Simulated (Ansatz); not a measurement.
# GaP: how the settings move a relaxation

Question: which choices in the input matter for GaP?

Program: Ansatz 0.2.0. Level of theory: reference: DFT, r2SCAN, PAW with Ansatz's default frozen-core files, scalar-relativistic; relaxation of cell and atoms. These are calculated values, not measurements.

## Step 1: The starting structure

Symmetry: F-43m, No. 216, cubic system. Conventional cell: a = 5.451 Å, b = 5.451 Å, c = 5.451 Å, α = 90.00°, β = 90.00°, γ = 90.00°. Around Ga (site symmetry -43m) lie 4 P at 2.36 Å. Around P (site symmetry -43m) lie 4 Ga at 2.36 Å.

Structure file:

```xyz
2
Lattice="0.0000 2.7252 2.7252 2.7252 0.0000 2.7252 2.7252 2.7252 0.0000" Properties=species:S:1:pos:R:3 pbc="T T T"
Ga    0.0000    0.0000    0.0000
P     4.0879    4.0879    4.0879
```

## Step 2: Reference

Input file input.yaml:

```yaml
crystal:
  lattice:
    - [0.0, 2.72525, 2.72525]
    - [2.72525, 0.0, 2.72525]
    - [2.72525, 2.72525, 0.0]
  atoms:
    - { symbol: Ga, position: [0.0, 0.0, 0.0] }
    - { symbol: P, position: [0.75, 0.75, 0.75] }
kpoints:
  mp_grid: { grid: [14, 14, 14] }
scf:
  occupations: { method: fermi_dirac, width: 0.08 }
hamiltonian:
  xc: r2scan
  pseudopotentials: { kind: paw }
relax:
  f_tol: 0.002
  max_steps: 80
  cell: {}
output:
  forces: true
  stress: true
```

The run is started by

```console
> ansatz run input.yaml --threads 1 --pin off --max-ram 2560MiB --backend cpu --events-out ev --progress --plain --runs-dir out
```

## Step 3: A further run, with the input changed

Edit input.yaml of step 2 so:

```diff
@@ -9,5 +9,5 @@
 kpoints:
-  mp_grid: { grid: [14, 14, 14] }
+  mp_grid: { grid: [12, 12, 12] }
 scf:
-  occupations: { method: fermi_dirac, width: 0.08 }
+  occupations: { method: fixed }
 hamiltonian:
@@ -15,2 +15,3 @@
   pseudopotentials: { kind: paw }
+  dispersion: d4
 relax:
```

(Steps that only read results are left out.)

**Question.** What will these runs give? Wanted: for each run, ending; energy change; pressure; gap; force.

**Answer**, as computed:

```tsv
run	ending	energy change	pressure (GPa)	gap (eV)	force (eV/Å)	cycles	time
reference	converged	0	0.0	1.84	0.00	11	15 s
1: mp_grid.grid [12, 12, 12], occupations.method fixed, dispersion d4	converged	-146.4 meV/atom (σ→0) (offset of the dispersion model)	0.0	1.83	0.00	20	25 s
```

Changing the k-point mesh, smearing and dispersion term moves the energy by -146.4 meV/atom (σ→0 values), and the final volume goes from 40.48 to 40.03 Å³. More than one kind of setting changed, and this run alone doesn't tell their shares apart. Cost: 20 SCF cycles against 11, 25 s against 15 s.
